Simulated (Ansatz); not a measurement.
Run this with Ansatz 0.2.0 through its Python package and show what comes out.

Script `tae_ch3bo2.py`:
```python
"""Energy to split CH3BO2 into its atoms."""

from collections import Counter
from dataclasses import dataclass

import ansatz as az


@dataclass(frozen=True)
class Settings:
    basis: str = "def2-SVP"
    xc: str = "r2scan0"


cfg = Settings()


def total_energy(molecule, charge=0, unpaired=0):
    calc = molecule.calculation().basis(gaussian=cfg.basis).functional(cfg.xc)
    if charge:
        calc = calc.charge(charge)
    if unpaired:
        calc = calc.spin("collinear", total=unpaired)
    return calc.run(threads=1).report["free_energy_ev"]


def main() -> None:
    geometry_ang = [
        ("O", (-0.126, -2.0169, 0.7196)),
        ("C", (-0.0925, -1.0747, -0.1115)),
        ("B", (0.2111, 0.3829, 0.3418)),
        ("O", (0.4272, 1.4681, -0.6292)),
        ("H", (-0.2422, -1.2888, -1.1809)),
        ("H", (0.4185, 0.6272, 1.5004)),
        ("H", (-0.5348, 1.8342, -0.6859)),
    ]
    system = az.Crystal.molecule()
    for symbol, xyz in geometry_ang:
        system = system.atom(symbol, xyz)

    # unpaired electrons of the ground-state atoms
    unpaired = {"O": 2, "C": 2, "B": 1, "H": 1}
    counts = Counter(site.symbol for site in system.cartesian_sites)
    atom_energy = {s: total_energy(az.Crystal.molecule().atom(s, (0, 0, 0)), 0, unpaired[s]) for s in counts}
    whole = total_energy(system, 0, 0)
    for s, e in atom_energy.items():
        print(f"{s:2s} x{counts[s]}  {e:14.5f} eV")
    print(f"CH3BO2: {whole:.5f} eV")
    split = sum(counts[s] * e for s, e in atom_energy.items()) - whole
    print(f"atomisation energy (no zero-point term): {96.485332 * split:.1f} kJ/mol, {split / sum(counts.values()):.3f} eV an atom")


if __name__ == "__main__":
    main()
```

Output of `python tae_ch3bo2.py`:
```text
O  x2     -2039.81524 eV
C  x1     -1028.27257 eV
B  x1      -669.63914 eV
H  x3       -13.58464 eV
CH3BO2: -5846.79186 eV
atomisation energy (no zero-point term): 2749.4 kJ/mol, 4.071 eV an atom
```

2749.4 kJ/mol from the electronic energies, without the zero-point term.

Caveats:
- Total energies depend on the basis set; only differences at equal settings carry meaning.
- The geometry is a force-field or estimated start, not a minimum of this method, and the basis set is short of its limit. All parts are taken at fixed geometry, without zero-point energy.
- The whole script took 4.9 s on 1 thread of Arm Neoverse V1, on a shared host, peak memory 0.19 GiB.
